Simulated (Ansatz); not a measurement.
TlPt:

```
Tl Pt
1.0
     5.60500    0.00000    0.00000
    -2.80250    4.85407    0.00000
     0.00000    0.00000    4.63900
Tl Pt
3 3
Direct
  0.00000 0.50000 0.00000
  0.50000 0.50000 0.00000
  0.50000 0.00000 0.00000
  0.66667 0.33333 0.50000
  0.33333 0.66667 0.50000
  0.00000 0.00000 0.00000
```

```yaml
Program: Ansatz 0.2.0
Task: single point
Functional: PBE
Potentials_or_basis: Ansatz PAW
Cutoff: "420 eV (not typed: the program's choice for these potentials)"
k_mesh: 6 × 6 × 6
Occupations: fermi-dirac, width 0.05 eV
Spin: no spin polarisation
```

On this cell: pressure 13.3 GPa; largest force under 0.003 eV/Å; band gap on the k mesh none (metal or under the smearing width).

The same run follows on a disturbed copy (atoms moved at random, drawn with an rms of 0.05 Å):

```
CELL_PARAMETERS angstrom
5.60500 0.00000 0.00000
-2.80250 4.85407 0.00000
0.00000 0.00000 4.63900
ATOMIC_POSITIONS crystal
Tl 0.00923 0.49897 0.99591
Tl 0.50199 0.49915 0.00667
Tl 0.50318 0.99775 0.99762
Pt 0.66099 0.33096 0.49154
Pt 0.33235 0.66766 0.50009
Pt 0.00748 0.00630 0.00034
```

Question: What does the disturbed cell give?

Answer: The energy (extrapolated to zero smearing) moves by +6.4 meV/atom; pressure 13.5 GPa; largest force 0.910 eV/Å; band gap on the k mesh none (metal or under the smearing width).

Forces in eV/Å, atoms in the order of the input:
```
Tl  -0.901 -0.114 -0.062
Tl   0.595  0.156 -0.248
Tl   0.097  0.337 -0.109
Pt   0.105  0.004  0.376
Pt   0.072  0.033  0.053
Pt   0.031 -0.417 -0.010
```

Stress tensor (GPa, compression positive):
```
18.06 -0.07  0.09
-0.07 18.13 -0.04
 0.09 -0.04  4.28
```
